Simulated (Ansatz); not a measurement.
The system is BiTe.

```
Bi Te
1.0
     0.00000    3.23500    3.23500
     3.23500    0.00000    3.23500
     3.23500    3.23500    0.00000
Bi Te
1 1
Direct
  0.00000 0.00000 0.00000
  0.50000 0.50000 0.50000
```

Base run:

```yaml
Program: Ansatz 0.2.0
Functional: PBEsol
Potentials_or_basis: all-electron LAPW, scalar-relativistic
Cutoff: 177 eV
Density_cutoff: 707 eV
Basis_error_allowed: 0.001 eV/atom
k_mesh: 7 × 7 × 7
Occupations: fermi-dirac, width 0.05 eV
Spin: no spin polarisation
```

Its results: pressure -1.5 GPa.

The run is repeated on the same cell with these changes: functional from PBEsol to LDA. What comes out?

Pressure -2.6 GPa.

LDA binds more tightly than PBEsol, so the same cell stands under less pressure.

Not every run made on this cell is shown here.
